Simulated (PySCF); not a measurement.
# BrCl: magnetic properties

What do calculations give for the magnetic properties of BrCl (`ClBr`)?

Computed with PySCF 2.14.0 and routines of our own; the level stands in each step. Atoms count from 0.

### 1 The system as given

2 atoms, charge 0, multiplicity 1; geometry from: GFN2-xTB.

### 2 Optimising the geometry at PBE0-D3(BJ)/def2-SVP

What the job is given:

```
{"job": {"xc": "PBE0", "basis": "def2-SVP", "d3": "d3bj", "grid": 1, "kind": "geom"}, "charge": 0, "multiplicity": 1}
Cl     1.069195    -0.002889    -0.002844
Br    -1.066438     0.004158    -0.011304
```

Started as:

```bash
> OMP_NUM_THREADS=1 python excited_run.py task.json out
```

The driver reads the jobs from task.json and runs them one after another.

The log of the run:

```text
step   0  E = -3033.42139238  max force = 0.010151
step   1  E = -3033.42160995  max force = 0.003702
step   2  E = -3033.42165127  max force = 0.000994
step   3  E = -3033.42165530  max force = 0.000028
optimisation converged
```

It took 4 s on 1 thread of Arm Neoverse N1, shared host; peak memory 0.29 GiB.

Step by step:

| step | energy from step 0 (eV) | largest force component (eV/Å) |
| --- | --- | --- |
| 0 | 0.0000 | 0.5220 |
| 1 | -0.0059 | 0.1904 |
| 2 | -0.0070 | 0.0511 |
| 3 | -0.0072 | 0.0014 |

The bond:

| bond | before (Å) | after (Å) | change (Å) |
| --- | --- | --- | --- |
| Cl0–Br1 | 2.136 | 2.165 | +0.029 |

The next job starts from the end point, and lists it.

| at the end point | value |
| --- | --- |
| point group (found at 0.08 Å tolerance) | Cinfv |
| rotational constants (GHz, main isotopes) | 4.451, 4.451 |
| dipole moment (D) | 0.55 |

### 3 Magnetic properties: GIAO LC-wPBE/aug-pcSseg-2

What the job is given:

```
{"job": {"kind": "mag", "xc": "LC-wPBE", "basis": "aug-pcSseg-2"}, "charge": 0, "multiplicity": 1}
Cl     1.085873    -0.010111    -0.004778
Br    -1.078823    -0.001107    -0.015556
```

Method: GIAO LC-wPBE/aug-pcSseg-2 magnetisability, rotational g tensor and spin-rotation constants, non-relativistic, gas phase.

The log of the run:

```text
coarse grid: 13648 points
cycle   1  E = -3033.8863226421  dE = -1.208e+00  |g| = 1.102e+00  |ddm| = 1.406e+00
cycle   2  E = -3033.8995256500  dE = -1.320e-02  |g| = 7.696e-01  |ddm| = 4.014e-01
cycle   3  E = -3033.9246638988  dE = -2.514e-02  |g| = 1.123e-01  |ddm| = 2.125e-01
cycle   4  E = -3033.9252857707  dE = -6.219e-04  |g| = 1.302e-02  |ddm| = 3.562e-02
cycle   5  E = -3033.9253204503  dE = -3.468e-05  |g| = 2.841e-03  |ddm| = 1.002e-02
cycle   6  E = -3033.9253244918  dE = -4.042e-06  |g| = 6.244e-04  |ddm| = 3.930e-03
final grid: 24824 points
cycle   7  E = -3033.9253116211  dE = -1.028e-07  |g| = 6.544e-04  |ddm| = 1.447e-03
cycle   8  E = -3033.9253116471  dE = -2.600e-08  |g| = 5.932e-04  |ddm| = 8.531e-04
cycle   9  E = -3033.9253116953  dE = -4.820e-08  |g| = 7.281e-05  |ddm| = 3.703e-04
cycle  10  E = -3033.9253116958  dE = -5.161e-10  |g| = 1.463e-05  |ddm| = 3.160e-05
converged SCF energy = -3033.9253116958

Magnetisability tensor (1e-30 J/T^2)
     -911.97        0.86       -1.03
        0.86     -704.27        0.00
       -1.03        0.00     -704.27
isotropic -773.51   principal values    -911.98   -704.27   -704.27
isotropic susceptibility -46.582 1e-6 cm^3/mol

Inertial axes            a          b          c
rot. const./GHz           -     4.4506     4.4506
chi total           -54.921    -42.412    -42.412
chi diamagnetic     -54.921   -279.738   -279.738
chi paramagnetic      0.000    237.326    237.326
quadrupole/D A        3.480     -1.740     -1.740
g nuclear                 -     0.4765     0.4765
g electronic              -    -0.4962    -0.4962
g total                   -    -0.0197    -0.0197

Spin-rotation constants (kHz, H = +C I.J)
atom  isotope        aa         bb         cc
  0   35Cl            -      1.060      1.060
  1   79Br            -     19.686     19.686
```

It took 15 s on 1 thread of Arm Neoverse N1, shared host; peak memory 0.62 GiB.

Key values:

| quantity | value |
| --- | --- |
| magnetisability | -774·10⁻³⁰ J/T² |
| molar susceptibility | -46.6·10⁻⁶ cm³/mol |
| rotational g (a, b, c) | –, -0.0197, -0.0197 |

### 4 Magnetic properties: GIAO B3LYP/aug-pcSseg-1

What the job is given:

```
{"job": {"kind": "mag", "xc": "B3LYP", "basis": "aug-pcSseg-1"}, "charge": 0, "multiplicity": 1}
Cl     1.085873    -0.010111    -0.004778
Br    -1.078823    -0.001107    -0.015556
```

Method: GIAO B3LYP/aug-pcSseg-1 magnetisability, rotational g tensor and spin-rotation constants, non-relativistic, gas phase.

The log of the run:

```text
coarse grid: 13648 points
cycle   1  E = -3034.0686443110  dE = -1.081e+00  |g| = 7.756e-01  |ddm| = 1.697e+00
cycle   2  E = -3034.0557903210  dE =  1.285e-02  |g| = 5.690e-01  |ddm| = 6.269e-01
cycle   3  E = -3034.0807372813  dE = -2.495e-02  |g| = 1.973e-01  |ddm| = 5.718e-01
cycle   4  E = -3034.0892363446  dE = -8.499e-03  |g| = 5.372e-02  |ddm| = 2.477e-01
cycle   5  E = -3034.0900826130  dE = -8.463e-04  |g| = 4.497e-03  |ddm| = 5.712e-02
cycle   6  E = -3034.0900876004  dE = -4.987e-06  |g| = 1.375e-03  |ddm| = 6.230e-03
final grid: 24824 points
cycle   7  E = -3034.0901078042  dE =  1.294e-07  |g| = 1.525e-03  |ddm| = 2.757e-03
cycle   8  E = -3034.0901074429  dE =  3.613e-07  |g| = 1.983e-03  |ddm| = 3.487e-03
cycle   9  E = -3034.0901084416  dE = -9.987e-07  |g| = 3.245e-04  |ddm| = 2.079e-03
cycle  10  E = -3034.0901084646  dE = -2.305e-08  |g| = 3.589e-05  |ddm| = 3.191e-04
cycle  11  E = -3034.0901084650  dE = -3.729e-10  |g| = 1.024e-06  |ddm| = 3.687e-05
converged SCF energy = -3034.0901084650

Magnetisability tensor (1e-30 J/T^2)
     -931.82        1.02       -1.22
        1.02     -686.64        0.01
       -1.22        0.01     -686.64
isotropic -768.37   principal values    -931.83   -686.64   -686.64
isotropic susceptibility -46.272 1e-6 cm^3/mol

Inertial axes            a          b          c
rot. const./GHz           -     4.4506     4.4506
chi total           -56.116    -41.350    -41.350
chi diamagnetic     -56.116   -280.306   -280.306
chi paramagnetic      0.000    238.955    238.955
quadrupole/D A        4.190     -2.095     -2.095
g nuclear                 -     0.4765     0.4765
g electronic              -    -0.4996    -0.4996
g total                   -    -0.0231    -0.0231

Spin-rotation constants (kHz, H = +C I.J)
atom  isotope        aa         bb         cc
  0   35Cl            -      1.371      1.371
  1   79Br            -     22.380     22.380
```

Wall time 4.4 s (1 thread of Arm Neoverse N1, shared host); peak memory 0.54 GiB.

Key values:

| quantity | value |
| --- | --- |
| magnetisability | -768·10⁻³⁰ J/T² |
| molar susceptibility | -46.3·10⁻⁶ cm³/mol |
| rotational g (a, b, c) | –, -0.0231, -0.0231 |

### 5 Magnetic properties: GIAO B3LYP/def2-QZVP

What the job is given:

```
{"job": {"kind": "mag", "xc": "B3LYP", "basis": "def2-QZVP"}, "charge": 0, "multiplicity": 1}
Cl     1.085873    -0.010111    -0.004778
Br    -1.078823    -0.001107    -0.015556
```

With the program's defaults for keys left out, this is: GIAO B3LYP/def2-QZVP magnetisability, rotational g tensor and spin-rotation constants, non-relativistic, gas phase.

The log of the run:

```text
coarse grid: 13648 points
cycle   1  E = -3034.4295826662  dE = -3.466e+00  |g| = 1.296e+00  |ddm| = 1.548e+00
cycle   2  E = -3034.4130598737  dE =  1.652e-02  |g| = 8.045e-01  |ddm| = 4.593e-01
cycle   3  E = -3034.4413304532  dE = -2.827e-02  |g| = 3.507e-01  |ddm| = 4.721e-01
cycle   4  E = -3034.4573887796  dE = -1.606e-02  |g| = 1.104e-01  |ddm| = 2.786e-01
cycle   5  E = -3034.4608584064  dE = -3.470e-03  |g| = 7.818e-03  |ddm| = 8.846e-02
cycle   6  E = -3034.4608701302  dE = -1.172e-05  |g| = 3.815e-03  |ddm| = 7.548e-03
cycle   7  E = -3034.4608731389  dE = -3.009e-06  |g| = 4.047e-04  |ddm| = 2.008e-03
final grid: 24824 points
cycle   8  E = -3034.4608643263  dE = -8.572e-09  |g| = 4.324e-04  |ddm| = 6.762e-04
cycle   9  E = -3034.4608643148  dE =  1.160e-08  |g| = 4.654e-04  |ddm| = 5.070e-04
cycle  10  E = -3034.4608643471  dE = -3.235e-08  |g| = 1.016e-04  |ddm| = 3.178e-04
cycle  11  E = -3034.4608643494  dE = -2.255e-09  |g| = 9.154e-06  |ddm| = 7.079e-05
cycle  12  E = -3034.4608643494  dE = -1.774e-11  |g| = 1.719e-06  |ddm| = 6.708e-06
converged SCF energy = -3034.4608643494

Magnetisability tensor (1e-30 J/T^2)
     -918.42        0.96       -1.15
        0.96     -687.99        0.00
       -1.15        0.00     -688.00
isotropic -764.80   principal values    -918.43   -687.99   -687.99
isotropic susceptibility -46.058 1e-6 cm^3/mol

Inertial axes            a          b          c
rot. const./GHz           -     4.4506     4.4506
chi total           -55.309    -41.432    -41.432
chi diamagnetic     -55.309   -280.070   -280.070
chi paramagnetic      0.000    238.638    238.638
quadrupole/D A        3.544     -1.772     -1.772
g nuclear                 -     0.4765     0.4765
g electronic              -    -0.4990    -0.4990
g total                   -    -0.0225    -0.0225

Spin-rotation constants (kHz, H = +C I.J)
atom  isotope        aa         bb         cc
  0   35Cl            -      1.389      1.389
  1   79Br            -     20.225     20.225
```

It took 11 s on 1 thread of Arm Neoverse N1, shared host; peak memory 0.61 GiB.

Key values:

| quantity | value |
| --- | --- |
| magnetisability | -765·10⁻³⁰ J/T² |
| molar susceptibility | -46.1·10⁻⁶ cm³/mol |
| rotational g (a, b, c) | –, -0.0225, -0.0225 |

### 6 Magnetic properties: GIAO B3LYP/aug-cc-pVDZ

What the job is given:

```
{"job": {"kind": "mag", "xc": "B3LYP", "basis": "aug-cc-pVDZ"}, "charge": 0, "multiplicity": 1}
Cl     1.085873    -0.010111    -0.004778
Br    -1.078823    -0.001107    -0.015556
```

Level: GIAO B3LYP/aug-cc-pVDZ magnetisability, rotational g tensor and spin-rotation constants, non-relativistic, gas phase.

The log of the run:

```text
coarse grid: 13648 points
cycle   1  E = -3034.3491777411  dE = -9.094e-01  |g| = 1.455e-01  |ddm| = 2.106e+00
cycle   2  E = -3034.3446160600  dE =  4.562e-03  |g| = 1.838e-01  |ddm| = 6.262e-01
cycle   3  E = -3034.3548804489  dE = -1.026e-02  |g| = 3.267e-02  |ddm| = 4.208e-01
cycle   4  E = -3034.3552077598  dE = -3.273e-04  |g| = 1.141e-02  |ddm| = 7.475e-02
cycle   5  E = -3034.3552486651  dE = -4.091e-05  |g| = 5.554e-04  |ddm| = 1.686e-02
cycle   6  E = -3034.3552487763  dE = -1.112e-07  |g| = 1.259e-04  |ddm| = 1.181e-03
final grid: 24824 points
cycle   7  E = -3034.3552661999  dE = -4.006e-10  |g| = 1.240e-04  |ddm| = 4.210e-04
cycle   8  E = -3034.3552661925  dE =  7.432e-09  |g| = 1.935e-04  |ddm| = 5.593e-04
cycle   9  E = -3034.3552662057  dE = -1.321e-08  |g| = 2.054e-05  |ddm| = 3.905e-04
cycle  10  E = -3034.3552662058  dE = -1.169e-10  |g| = 5.448e-07  |ddm| = 4.541e-05
converged SCF energy = -3034.3552662058

Magnetisability tensor (1e-30 J/T^2)
     -926.07        1.00       -1.19
        1.00     -686.16        0.00
       -1.19        0.00     -686.16
isotropic -766.13   principal values    -926.08   -686.16   -686.16
isotropic susceptibility -46.137 1e-6 cm^3/mol

Inertial axes            a          b          c
rot. const./GHz           -     4.4506     4.4506
chi total           -55.770    -41.321    -41.321
chi diamagnetic     -55.770   -280.127   -280.127
chi paramagnetic      0.000    238.806    238.806
quadrupole/D A        4.001     -2.000     -2.000
g nuclear                 -     0.4765     0.4765
g electronic              -    -0.4993    -0.4993
g total                   -    -0.0228    -0.0228

Spin-rotation constants (kHz, H = +C I.J)
atom  isotope        aa         bb         cc
  0   35Cl            -      1.325      1.325
  1   79Br            -     20.112     20.112
```

Run time: 3.5 s. Hardware: 1 thread of Arm Neoverse N1, shared host; peak memory 0.44 GiB.

In short:

| quantity | value |
| --- | --- |
| magnetisability | -766·10⁻³⁰ J/T² |
| molar susceptibility | -46.1·10⁻⁶ cm³/mol |
| rotational g (a, b, c) | –, -0.0228, -0.0228 |

### 7 Magnetic properties: GIAO B3LYP/6-31G

What the job is given:

```
{"job": {"kind": "mag", "xc": "B3LYP", "basis": "6-31G"}, "charge": 0, "multiplicity": 1}
Cl     1.085873    -0.010111    -0.004778
Br    -1.078823    -0.001107    -0.015556
```

Method: GIAO B3LYP/6-31G magnetisability, rotational g tensor and spin-rotation constants, non-relativistic, gas phase.

The log of the run:

```text
coarse grid: 13648 points
cycle   1  E = -3033.9428144723  dE = -9.298e-01  |g| = 1.686e-01  |ddm| = 1.732e+00
cycle   2  E = -3033.9436357361  dE = -8.213e-04  |g| = 1.249e-01  |ddm| = 3.779e-01
cycle   3  E = -3033.9477478147  dE = -4.112e-03  |g| = 6.965e-02  |ddm| = 2.881e-01
cycle   4  E = -3033.9492873251  dE = -1.540e-03  |g| = 3.887e-03  |ddm| = 1.015e-01
cycle   5  E = -3033.9492886949  dE = -1.370e-06  |g| = 6.292e-04  |ddm| = 3.417e-03
final grid: 24824 points
cycle   6  E = -3033.9493016797  dE = -4.327e-08  |g| = 4.424e-04  |ddm| = 1.396e-03
cycle   7  E = -3033.9493016821  dE = -2.397e-09  |g| = 3.629e-04  |ddm| = 9.882e-04
cycle   8  E = -3033.9493017097  dE = -2.763e-08  |g| = 1.072e-04  |ddm| = 5.811e-04
cycle   9  E = -3033.9493017134  dE = -3.736e-09  |g| = 4.532e-06  |ddm| = 1.601e-04
cycle  10  E = -3033.9493017134  dE = -5.912e-12  |g| = 3.877e-07  |ddm| = 7.251e-06
converged SCF energy = -3033.9493017134

Magnetisability tensor (1e-30 J/T^2)
     -919.18        0.93       -1.11
        0.93     -695.98        0.00
       -1.11        0.00     -695.98
isotropic -770.38   principal values    -919.19   -695.98   -695.98
isotropic susceptibility -46.393 1e-6 cm^3/mol

Inertial axes            a          b          c
rot. const./GHz           -     4.4506     4.4506
chi total           -55.355    -41.913    -41.913
chi diamagnetic     -55.355   -281.537   -281.537
chi paramagnetic      0.000    239.624    239.624
quadrupole/D A        1.935     -0.967     -0.967
g nuclear                 -     0.4765     0.4765
g electronic              -    -0.5010    -0.5010
g total                   -    -0.0245    -0.0245

Spin-rotation constants (kHz, H = +C I.J)
atom  isotope        aa         bb         cc
  0   35Cl            -      1.351      1.351
  1   79Br            -     20.507     20.507
```

Run time: 2.5 s. Hardware: 1 thread of Arm Neoverse N1, shared host; peak memory 0.43 GiB.

Key values:

| quantity | value |
| --- | --- |
| magnetisability | -770·10⁻³⁰ J/T² |
| molar susceptibility | -46.4·10⁻⁶ cm³/mol |
| rotational g (a, b, c) | –, -0.0245, -0.0245 |

### 8 Magnetic properties: GIAO B3LYP/def2-TZVPD

What the job is given:

```
{"job": {"kind": "mag", "xc": "B3LYP", "basis": "def2-TZVPD"}, "charge": 0, "multiplicity": 1}
Cl     1.085873    -0.010111    -0.004778
Br    -1.078823    -0.001107    -0.015556
```

Method: GIAO B3LYP/def2-TZVPD magnetisability, rotational g tensor and spin-rotation constants, non-relativistic, gas phase.

The log of the run:

```text
coarse grid: 13648 points
cycle   1  E = -3034.3792634637  dE = -9.409e-01  |g| = 3.716e-01  |ddm| = 1.412e+00
cycle   2  E = -3034.3697035889  dE =  9.560e-03  |g| = 3.887e-01  |ddm| = 4.035e-01
cycle   3  E = -3034.3904484441  dE = -2.074e-02  |g| = 8.984e-02  |ddm| = 3.137e-01
cycle   4  E = -3034.3927111264  dE = -2.263e-03  |g| = 1.719e-02  |ddm| = 8.987e-02
cycle   5  E = -3034.3927926282  dE = -8.150e-05  |g| = 3.747e-03  |ddm| = 1.553e-02
cycle   6  E = -3034.3927962315  dE = -3.603e-06  |g| = 6.066e-04  |ddm| = 3.146e-03
final grid: 24824 points
cycle   7  E = -3034.3928011829  dE =  2.422e-08  |g| = 6.417e-04  |ddm| = 8.529e-04
cycle   8  E = -3034.3928010842  dE =  9.875e-08  |g| = 8.610e-04  |ddm| = 1.123e-03
cycle   9  E = -3034.3928012865  dE = -2.024e-07  |g| = 1.628e-04  |ddm| = 7.414e-04
cycle  10  E = -3034.3928012913  dE = -4.816e-09  |g| = 1.510e-05  |ddm| = 1.192e-04
cycle  11  E = -3034.3928012914  dE = -5.502e-11  |g| = 1.093e-06  |ddm| = 1.240e-05
converged SCF energy = -3034.3928012914

Magnetisability tensor (1e-30 J/T^2)
     -921.31        0.98       -1.17
        0.98     -685.86        0.00
       -1.17        0.00     -685.87
isotropic -764.35   principal values    -921.32   -685.86   -685.86
isotropic susceptibility -46.030 1e-6 cm^3/mol

Inertial axes            a          b          c
rot. const./GHz           -     4.4506     4.4506
chi total           -55.483    -41.303    -41.303
chi diamagnetic     -55.483   -280.217   -280.217
chi paramagnetic      0.000    238.913    238.913
quadrupole/D A        3.575     -1.787     -1.787
g nuclear                 -     0.4765     0.4765
g electronic              -    -0.4995    -0.4995
g total                   -    -0.0231    -0.0231

Spin-rotation constants (kHz, H = +C I.J)
atom  isotope        aa         bb         cc
  0   35Cl            -      1.449      1.449
  1   79Br            -     20.100     20.100
```

It took 6.3 s on 1 thread of Arm Neoverse N1, shared host; peak memory 0.55 GiB.

Key values:

| quantity | value |
| --- | --- |
| magnetisability | -764·10⁻³⁰ J/T² |
| molar susceptibility | -46.0·10⁻⁶ cm³/mol |
| rotational g (a, b, c) | –, -0.0231, -0.0231 |

### 9 Magnetic properties: GIAO B3LYP/6-311G**

What the job is given:

```
{"job": {"kind": "mag", "xc": "B3LYP", "basis": "6-311G**"}, "charge": 0, "multiplicity": 1}
Cl     1.085873    -0.010111    -0.004778
Br    -1.078823    -0.001107    -0.015556
```

Level: GIAO B3LYP/6-311G** magnetisability, rotational g tensor and spin-rotation constants, non-relativistic, gas phase.

The log of the run:

```text
coarse grid: 13648 points
cycle   1  E = -3034.3077658989  dE = -3.444e+00  |g| = 1.926e+00  |ddm| = 1.571e+00
cycle   2  E = -3034.2950323823  dE =  1.273e-02  |g| = 8.809e-01  |ddm| = 6.412e-01
cycle   3  E = -3034.3167838538  dE = -2.175e-02  |g| = 4.941e-01  |ddm| = 7.023e-01
cycle   4  E = -3034.3429789782  dE = -2.620e-02  |g| = 9.917e-02  |ddm| = 4.224e-01
cycle   5  E = -3034.3458880308  dE = -2.909e-03  |g| = 5.990e-03  |ddm| = 1.088e-01
cycle   6  E = -3034.3458953578  dE = -7.327e-06  |g| = 2.071e-03  |ddm| = 8.024e-03
final grid: 24824 points
cycle   7  E = -3034.3459287851  dE =  3.001e-08  |g| = 2.443e-03  |ddm| = 4.597e-03
cycle   8  E = -3034.3459284489  dE =  3.361e-07  |g| = 3.094e-03  |ddm| = 4.643e-03
cycle   9  E = -3034.3459298388  dE = -1.390e-06  |g| = 3.506e-04  |ddm| = 2.421e-03
cycle  10  E = -3034.3459298672  dE = -2.847e-08  |g| = 6.533e-05  |ddm| = 3.686e-04
cycle  11  E = -3034.3459298686  dE = -1.347e-09  |g| = 3.366e-06  |ddm| = 7.816e-05
cycle  12  E = -3034.3459298686  dE = -7.731e-12  |g| = 2.592e-07  |ddm| = 2.996e-06
converged SCF energy = -3034.3459298686

Magnetisability tensor (1e-30 J/T^2)
     -929.22        0.99       -1.18
        0.99     -691.45        0.00
       -1.18        0.00     -691.45
isotropic -770.71   principal values    -929.23   -691.44   -691.44
isotropic susceptibility -46.413 1e-6 cm^3/mol

Inertial axes            a          b          c
rot. const./GHz           -     4.4506     4.4506
chi total           -55.960    -41.640    -41.640
chi diamagnetic     -55.960   -280.794   -280.794
chi paramagnetic      0.000    239.154    239.154
quadrupole/D A        3.461     -1.730     -1.730
g nuclear                 -     0.4765     0.4765
g electronic              -    -0.5000    -0.5000
g total                   -    -0.0236    -0.0236

Spin-rotation constants (kHz, H = +C I.J)
atom  isotope        aa         bb         cc
  0   35Cl            -      1.308      1.308
  1   79Br            -     22.001     22.001
```

Wall time 3.9 s (1 thread of Arm Neoverse N1, shared host); peak memory 0.49 GiB.

From this job:

| quantity | value |
| --- | --- |
| magnetisability | -771·10⁻³⁰ J/T² |
| molar susceptibility | -46.4·10⁻⁶ cm³/mol |
| rotational g (a, b, c) | –, -0.0236, -0.0236 |

### 10 Magnetic properties: GIAO B3LYP/3-21G

What the job is given:

```
{"job": {"kind": "mag", "xc": "B3LYP", "basis": "3-21G"}, "charge": 0, "multiplicity": 1}
Cl     1.085873    -0.010111    -0.004778
Br    -1.078823    -0.001107    -0.015556
```

Method: GIAO B3LYP/3-21G magnetisability, rotational g tensor and spin-rotation constants, non-relativistic, gas phase.

The log of the run:

```text
coarse grid: 13648 points
cycle   1  E = -3019.7491587974  dE = -2.825e+00  |g| = 1.075e-01  |ddm| = 1.613e+00
cycle   2  E = -3019.7528319727  dE = -3.673e-03  |g| = 3.657e-02  |ddm| = 2.314e-01
cycle   3  E = -3019.7530677432  dE = -2.358e-04  |g| = 2.368e-02  |ddm| = 8.014e-02
cycle   4  E = -3019.7532481081  dE = -1.804e-04  |g| = 3.738e-03  |ddm| = 3.586e-02
cycle   5  E = -3019.7532534107  dE = -5.303e-06  |g| = 3.082e-04  |ddm| = 6.294e-03
final grid: 24824 points
cycle   6  E = -3019.7532641331  dE = -1.131e-08  |g| = 2.490e-04  |ddm| = 8.714e-04
cycle   7  E = -3019.7532641157  dE =  1.737e-08  |g| = 3.316e-04  |ddm| = 8.596e-04
cycle   8  E = -3019.7532641552  dE = -3.946e-08  |g| = 4.436e-05  |ddm| = 5.077e-04
cycle   9  E = -3019.7532641557  dE = -5.693e-10  |g| = 5.988e-07  |ddm| = 6.101e-05
converged SCF energy = -3019.7532641557

Magnetisability tensor (1e-30 J/T^2)
     -914.81        0.82       -0.98
        0.82     -717.92        0.00
       -0.98        0.00     -717.92
isotropic -783.55   principal values    -914.82   -717.92   -717.92
isotropic susceptibility -47.186 1e-6 cm^3/mol

Inertial axes            a          b          c
rot. const./GHz           -     4.4506     4.4506
chi total           -55.092    -43.234    -43.234
chi diamagnetic     -55.092   -281.364   -281.364
chi paramagnetic      0.000    238.130    238.130
quadrupole/D A        1.833     -0.917     -0.917
g nuclear                 -     0.4765     0.4765
g electronic              -    -0.4979    -0.4979
g total                   -    -0.0214    -0.0214

Spin-rotation constants (kHz, H = +C I.J)
atom  isotope        aa         bb         cc
  0   35Cl            -      1.027      1.027
  1   79Br            -     20.438     20.438
```

Run time: 2 s. Hardware: 1 thread of Arm Neoverse N1, shared host; peak memory 0.42 GiB.

In short:

| quantity | value |
| --- | --- |
| magnetisability | -784·10⁻³⁰ J/T² |
| molar susceptibility | -47.2·10⁻⁶ cm³/mol |
| rotational g (a, b, c) | –, -0.0214, -0.0214 |

[end of part 1 of 2]
